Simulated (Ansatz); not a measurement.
# C2H7AlOSi: the cost of one run

The runs use Ansatz 0.2.0; RKS PBE0-D4/def2-SVP.

### 1 Where the work starts

SMILES `[CH2]1O[SiH2][CH2][AlH]1`, 12 atoms, charge 0, spin multiplicity 1.

Atoms are counted from 1 here; the program's logs count them from 0.

Bond lengths: C1–O2 1.443 Å, C1–Al5 2.005 Å, C1–H6 1.120 Å, C1–H7 1.114 Å, O2–Si3 1.700 Å, Si3–C4 1.886 Å, Si3–H8 1.502 Å, Si3–H9 1.512 Å, C4–Al5 1.978 Å, C4–H10 1.115 Å, C4–H11 1.110 Å, Al5–H12 1.604 Å. Angles: O2–C1–Al5 105.2°, O2–C1–H6 110.6°, O2–C1–H7 108.2°, Al5–C1–H6 113.8°, Al5–C1–H7 114.1°, H6–C1–H7 104.8°, C1–O2–Si3 118.0°, O2–Si3–C4 105.0°, O2–Si3–H8 105.4°, O2–Si3–H9 111.1°, C4–Si3–H8 116.5°, C4–Si3–H9 109.4°, H8–Si3–H9 109.3°, Si3–C4–Al5 99.4°, Si3–C4–H10 110.8°, Si3–C4–H11 114.9°, Al5–C4–H10 109.6°, Al5–C4–H11 114.7° and more.

As a file:

```
C    -0.7018    1.5071    0.1177
O    -1.3333    0.3451    0.6951
Si   -0.3801   -1.0399    0.9457
C     0.7712   -1.1171   -0.5462
Al    0.7271    0.7846   -1.0889
H    -0.3159    2.1861    0.9198
H    -1.4836    2.1024   -0.4080
H    -1.3550   -2.1721    1.0980
H     0.4423   -0.9150    2.2085
H     0.3303   -1.7463   -1.3538
H     1.7857   -1.5156   -0.3343
H     1.5900    1.5256   -2.2197
```

This geometry comes from a loose relaxation at PBE in a small basis, which is not shown.

### 3 Setting up the map

First coordinate, ring dihedral Si3–C4–Al5–C1: 9 values from −45.0 °. Second coordinate, ring dihedral Al5–C1–O2–Si3: 9 values from −45.0 °.

Relaxed at each point: all other coordinates. Energies count from the relaxed molecule at the same level. Points are written as (first, second).

(The set-up runs are not shown.)

### 4 The run at (−11.2°, −11.2°)

The input, input.yaml:

```yaml
crystal:
  periodic: [false, false, false]
  atoms:
    - { symbol: C, position_ang: [-0.77271, 1.461663, 0.026077] }
    - { symbol: O, position_ang: [-1.129567, 0.466413, 0.987091] }
    - { symbol: Si, position_ang: [-0.434041, -1.059449, 0.862354] }
    - { symbol: C, position_ang: [0.798488, -1.106563, -0.549365] }
    - { symbol: Al, position_ang: [0.789167, 0.801574, -1.021054] }
    - { symbol: H, position_ang: [-0.494139, 2.346671, 0.632985] }
    - { symbol: H, position_ang: [-1.618307, 1.817749, -0.595974] }
    - { symbol: H, position_ang: [-1.484249, -2.122078, 0.818367] }
    - { symbol: H, position_ang: [0.338026, -1.224196, 2.136699] }
    - { symbol: H, position_ang: [0.387567, -1.689455, -1.393735] }
    - { symbol: H, position_ang: [1.770967, -1.545574, -0.278782] }
    - { symbol: H, position_ang: [1.718856, 1.609631, -2.025281] }
basis:
  gaussian: { orbitals: def2-SVP }
hamiltonian:
  xc: pbe0
  dispersion: d4
output:
  forces: true
relax:
  f_tol: 0.02
  max_steps: 50
  escape_saddle: false
  constraints: [{ sites: [2, 3, 4, 0] }, { sites: [4, 0, 1, 2] }]
scf:
  lower_state_search: "off"
```

On the command line:

```console
> ansatz run input.yaml --threads 1 --pin off --max-ram 2560MiB --backend cpu --events-out ev --progress --plain --runs-dir out
```

**Question.** How long does this run take on 1 thread of Intel Xeon at 2.60GHz (Ice Lake), shared host, and how much memory does it need?

About 17 s, with a peak of 0.24 GiB.
